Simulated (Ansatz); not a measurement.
**Ge22H28 ring sphere (Ge22H28): geometry, orbitals and charge**

Aim: characterise Ge22H28 ring sphere (Ge22H28) as a singlet: its structure, frontier levels and distribution of charge.

The runs use Ansatz 0.2.0, Gaussian basis; RKS PBE0-D4/def2-TZVP.

Plan: relaxation at r2SCAN-D4/def2-SVP; a single point at PBE0-D4/def2-TZVP.

1 further run of the same task is left out (set aside as unsound or not needed). Runs told in other sessions of the task aren't counted.

### 1 Starting geometry

50 atoms, charge 0, spin multiplicity 1.

Atoms are counted from 1 here; the program's logs count them from 0.

Bond lengths: Ge1–Ge14 2.422 Å, Ge1–Ge15 2.447 Å, Ge1–H23 1.523 Å, Ge1–H24 1.522 Å, Ge2–Ge15 2.449 Å, Ge2–Ge16 2.422 Å, Ge2–H25 1.522 Å, Ge2–H26 1.523 Å, Ge3–Ge14 2.415 Å, Ge3–Ge17 2.426 Å, Ge3–H27 1.521 Å, Ge3–H28 1.520 Å, Ge4–Ge14 2.421 Å, Ge4–Ge18 2.446 Å, Ge4–H29 1.522 Å, Ge4–H30 1.522 Å, Ge5–Ge15 2.493 Å, Ge5–Ge18 2.492 Å and more. Angles: Ge14–Ge1–Ge15 113.1°, Ge14–Ge1–H23 111.2°, Ge14–Ge1–H24 111.3°, Ge15–Ge1–H23 109.4°, Ge15–Ge1–H24 109.7°, H23–Ge1–H24 101.5°, Ge15–Ge2–Ge16 113.1°, Ge15–Ge2–H25 109.6°, Ge15–Ge2–H26 109.5°, Ge16–Ge2–H25 111.4°, Ge16–Ge2–H26 111.1°, H25–Ge2–H26 101.5°, Ge14–Ge3–Ge17 110.0°, Ge14–Ge3–H27 111.1°, Ge14–Ge3–H28 111.2°, Ge17–Ge3–H27 111.0°, Ge17–Ge3–H28 111.1°, H27–Ge3–H28 102.1° and more.

The start is a GFN2-xTB geometry.

### 2 Relaxation at r2SCAN-D4/def2-SVP

The input, in.yaml:

```yaml
crystal:
  periodic: [false, false, false]
  atoms:
    - {symbol: Ge, position_ang: [-3.744400, -0.969270, -1.956730]}
    - {symbol: Ge, position_ang: [-3.744630, 1.958480, 0.969220]}
    - {symbol: Ge, position_ang: [-0.964130, -0.964110, -4.744990]}
    - {symbol: Ge, position_ang: [-0.971440, -3.743040, -1.952220]}
    - {symbol: Ge, position_ang: [-0.862790, -0.862070, 0.867210]}
    - {symbol: Ge, position_ang: [1.952200, -3.745090, 0.968220]}
    - {symbol: Ge, position_ang: [1.885330, -0.909090, -1.885540]}
    - {symbol: Ge, position_ang: [1.958310, -0.969780, 3.743810]}
    - {symbol: Ge, position_ang: [-0.910450, 1.882900, -1.884780]}
    - {symbol: Ge, position_ang: [-0.960320, 4.746710, 0.961870]}
    - {symbol: Ge, position_ang: [1.889390, 1.886340, 0.905760]}
    - {symbol: Ge, position_ang: [-0.967140, 1.958690, 3.742740]}
    - {symbol: Ge, position_ang: [4.745170, -0.967760, 0.962860]}
    - {symbol: Ge, position_ang: [-2.370310, -2.371230, -3.375120]}
    - {symbol: Ge, position_ang: [-2.436930, 0.501900, -0.502130]}
    - {symbol: Ge, position_ang: [-2.368330, 3.378390, 2.368550]}
    - {symbol: Ge, position_ang: [0.433810, 0.434110, -3.339490]}
    - {symbol: Ge, position_ang: [0.501840, -2.433760, -0.503090]}
    - {symbol: Ge, position_ang: [0.508820, 0.506280, 2.434860]}
    - {symbol: Ge, position_ang: [3.374010, -2.373730, 2.368810]}
    - {symbol: Ge, position_ang: [3.342090, 0.432470, -0.436230]}
    - {symbol: Ge, position_ang: [0.435490, 3.338960, -0.437570]}
    - {symbol: H, position_ang: [-4.713420, -0.134050, -2.782700]}
    - {symbol: H, position_ang: [-4.701780, -1.801570, -1.116150]}
    - {symbol: H, position_ang: [-4.700720, 1.117280, 1.803370]}
    - {symbol: H, position_ang: [-4.715300, 2.785200, 0.135650]}
    - {symbol: H, position_ang: [-1.795570, -0.120570, -5.698650]}
    - {symbol: H, position_ang: [-0.123040, -1.793470, -5.701840]}
    - {symbol: H, position_ang: [-1.808370, -4.691920, -1.106190]}
    - {symbol: H, position_ang: [-0.140550, -4.719220, -2.772990]}
    - {symbol: H, position_ang: [-1.752080, -1.753320, 1.760850]}
    - {symbol: H, position_ang: [1.109910, -4.698550, 1.803500]}
    - {symbol: H, position_ang: [2.776880, -4.716780, 0.134990]}
    - {symbol: H, position_ang: [2.782990, -1.781000, -2.783820]}
    - {symbol: H, position_ang: [1.114080, -1.801140, 4.698380]}
    - {symbol: H, position_ang: [2.785770, -0.138300, 4.714710]}
    - {symbol: H, position_ang: [-1.779280, 2.782420, -2.784020]}
    - {symbol: H, position_ang: [-1.791000, 5.700830, 0.117750]}
    - {symbol: H, position_ang: [-0.116470, 5.700700, 1.792930]}
    - {symbol: H, position_ang: [2.788990, 2.787680, 1.773360]}
    - {symbol: H, position_ang: [-1.802090, 1.116100, 4.696340]}
    - {symbol: H, position_ang: [-0.137180, 2.784240, 4.717060]}
    - {symbol: H, position_ang: [5.701180, -1.796980, 0.120150]}
    - {symbol: H, position_ang: [5.699660, -0.125640, 1.794650]}
    - {symbol: H, position_ang: [-3.264930, -3.266900, -4.245590]}
    - {symbol: H, position_ang: [-3.261240, 4.249940, 3.264450]}
    - {symbol: H, position_ang: [1.317690, 1.319440, -4.232630]}
    - {symbol: H, position_ang: [4.244170, -3.268890, 3.264160]}
    - {symbol: H, position_ang: [4.236400, 1.315910, -1.320520]}
    - {symbol: H, position_ang: [1.319680, 4.232260, -1.323220]}
basis:
  gaussian: {orbitals: def2-SVP, fitting: {mean_field: def2-universal-jkfit}}
hamiltonian: {xc: r2scan, dispersion: d4}
scf: {lower_state_search: "off"}
output: {orbitals: {seedname: orbitals}}
relax: {f_tol: 0.03, max_steps: 70}
```

Command:

```bash
ansatz run in.yaml --threads 11 --pin off --events-out ev --progress --plain --max-ram 174080MiB --backend cuda --devices 0, --max-vram 75GiB
```

Further steps of the session: Single point, PBE0-D4/def2-TZVP.

Q: Predict the results of all the runs planned. Wanted: point group; commonest bond, hydrogen aside; HOMO, LUMO at PBE0-D4/def2-TZVP; dipole at r2SCAN-D4/def2-SVP.

The runs gave:

| quantity | value |
| --- | --- |
| point group | C3v |
| commonest bond, hydrogen aside | Ge–Ge, 30 of mean length 2.433 Å |
| HOMO, LUMO at PBE0-D4/def2-TZVP | -6.79, -1.19 eV |
| dipole at r2SCAN-D4/def2-SVP | 0.10 D |

In words: The molecule keeps its bonding pattern by the stored test; the atoms moved 0.10 Å (rms). No usable vibrations, so a minimum isn't proven. Whether this spin is the lowest isn't tested here.
